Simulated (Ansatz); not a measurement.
# wB97X/6-311+G(d,p) run of BN2H5 (SMILES NBN)

Aim: the electronic atomisation energy of BN2H5 at wB97X/6-311+G**, from 4 runs. 

The calculation is run with Ansatz 0.2.0.

41 further runs of the same task are left out: 41 set aside as unsound or not needed.

### Step 1. The structure to begin with

BN2H5: 8 atoms, total charge 0, spin state singlet. As SMILES, `NBN`. Geometry: relaxed at PBE0-D4/def2-TZVP.

Bond lengths: N1–B2 1.409 Å, B2–N3 1.409 Å, N1–H4 1.005 Å, N1–H5 1.002 Å, B2–H6 1.200 Å, N3–H7 1.003 Å, N3–H8 1.005 Å. Angles: N1–B2–N3 122.9°, N1–B2–H6 118.5°, N3–B2–H6 118.5°, B2–N1–H4 124.5°, B2–N1–H5 121.9°, B2–N3–H7 121.9°, B2–N3–H8 124.5°, H4–N1–H5 113.6°, H7–N3–H8 113.6°.

### Step 2. A single-point energy at wB97X/6-311+G(d,p)

File input.yaml:

```yaml
crystal:
  periodic: [false, false, false]
  atoms:
    - symbol: "N"
      position_ang: [-0.971000, 0.516500, -0.581100]
    - symbol: B
      position_ang: [0.194200, 0.386600, 0.200500]
    - symbol: "N"
      position_ang: [0.848200, -0.845200, 0.401400]
    - symbol: H
      position_ang: [-1.426800, -0.244500, -1.053400]
    - symbol: H
      position_ang: [-1.423900, 1.400900, -0.713700]
    - symbol: H
      position_ang: [0.649700, 1.368600, 0.718000]
    - symbol: H
      position_ang: [1.676700, -0.919800, 0.960900]
    - symbol: H
      position_ang: [0.545000, -1.720300, 0.011600]
basis:
  gaussian:
    orbitals: 6-311+G_st__st_.json
hamiltonian:
  xc: {name: wB97X}
output:
  orbitals: {seedname: orbitals}
accuracy: high
```

The basis set 6-311+G** is read from a file made from the Basis Set Exchange's data (not shown).

Command:

```bash
$ ansatz run input.yaml --threads 1 --pin off --max-ram 3480MiB --events-out events.jsonl --progress --plain --runs-dir runs
```

The log of the run:

```text
Warning: RAYON_NUM_THREADS=1 ignored (pool sized by the plan → 1); use --threads N
Functional definition: wB97X
  name "wB97X"
  parameter omega = 0.3/bohr
  parameter cx = 0.157706
  parameter cx1 = 0.726479
  parameter cx2 = 1.04760
  parameter cx3 = -5.70635
  parameter cx4 = 13.2794
  parameter css1 = -4.33879
  parameter css2 = 18.2308
  parameter css3 = -31.7430
  parameter css4 = 17.2901
  parameter cos1 = 2.37031
  parameter cos2 = -11.3995
  parameter cos3 = 6.58405
  parameter cos4 = -3.78132
  exchange = spin_sum(e_x_unif_sr(omega)*poly(b97_u_x, 1 - cx, cx1, cx2, cx3, cx4)) + cx*exact_x_sr(omega)
      + exact_x_lr(omega)
  correlation = spin_sum(e_c_pw_same_spin*poly(b97_u_same, 1, css1, css2, css3, css4))
      + integral(e_c_pw_opposite_spin*poly(b97_u_opposite, 1, cos1, cos2, cos3, cos4))
1919 factors; integrals over basis functions are off by at most 3.4e-9 eV
368 factors; integrals over basis functions are off by at most 2.1e-9 eV
mean field evaluation 1: about -3732.7336 eV, gradient 6.4e1 eV
mean field evaluation 2: about -3734.3258 eV, gradient 5.7e1 eV
mean field evaluation 4: about -3740.2959 eV, gradient 7.4e-1 eV
mean field evaluation 8: about -3740.2921 eV, gradient 2.6e-2 eV
mean field evaluation 16: about -3740.2921 eV, gradient 3.4e-6 eV
mean field -3740.29212289 eV, -137.4532002550 hartree, gradient 4.3e-8 eV, S^2 0.000000; 0 other end points of the search recorded, 0 dependent functions left out
reference -3740.29211869 eV, -137.4532001009 hartree; 12, 12 occupied and 84, 84 virtual orbitals, 1919 factors
Total energy: -3740.29211869 eV, -137.4532001009 hartree
```

It took 9.6 s on 1 thread of Intel Xeon 6975P-C (Granite Rapids), shared host; peak memory 0.45 GiB.

### Step 3. The B atom, same level

File job.yaml:

```yaml
crystal:
  periodic: [false, false, false]
  atoms:
    - symbol: B
      position_ang: [0.000000, 0.000000, 0.000000]
basis:
  gaussian: {orbitals: 6-311+G_st__st_.json}
magnetization: {spin_polarized: true, initial_magnetization: 1}
hamiltonian: {xc: {name: wB97X}}
accuracy: high
```

The basis set 6-311+G** is read from a file made from the Basis Set Exchange's data (not shown).

Run the same way, it converges to -24.65054 Eh (log not shown).

### Step 4. The H atom

File job.yaml:

```yaml
crystal:
  periodic: [false, false, false]
  atoms:
    - {symbol: H, position_ang: [0.000000, 0.000000, 0.000000]}
basis:
  gaussian: {orbitals: 6-311+G_st__st_.json}
total_charge: 0
magnetization: {spin_polarized: true, initial_magnetization: 1}
accuracy: high
hamiltonian: {xc: {name: wB97X}}
```

The basis set 6-311+G** is read from a file made from the Basis Set Exchange's data (not shown).

Run the same way, it converges to -0.50139 Eh (log not shown).

### Step 5. The N atom at the same level

File in.yaml:

```yaml
crystal:
  periodic: [false, false, false]
  atoms:
    - symbol: "N"
      position_ang: [0.000000, 0.000000, 0.000000]
basis:
  gaussian:
    orbitals: 6-311+G_st__st_.json
accuracy: high
hamiltonian:
  xc: {name: wB97X}
magnetization:
  spin_polarized: true
  initial_magnetization: 3
```

The basis set 6-311+G** is read from a file made from the Basis Set Exchange's data (not shown).

Run the same way, it converges to -54.58807 Eh (log not shown).

### Step 6. Summary of results

At wB97X/6-311+G**:

| quantity | value |
| --- | --- |
| molecule: total energy | -137.45320 Eh |
| molecule: HOMO energy | -9.37 eV |
| molecule: LUMO energy | 1.67 eV |
| molecule: HOMO–LUMO gap | 11.04 eV |
| B atom: total energy | -24.65054 Eh |
| B atom: ⟨S²⟩ | 0.754 |
| H atom: total energy | -0.50139 Eh |
| H atom: ⟨S²⟩ | 0.750 |
| N atom: total energy | -54.58807 Eh |
| N atom: ⟨S²⟩ | 3.756 |
| electronic atomisation energy | 30.464 eV |

What this shows: Taking the molecule apart into free atoms costs 30.46 eV (2939 kJ/mol), before zero-point energy and without spin-orbit coupling.
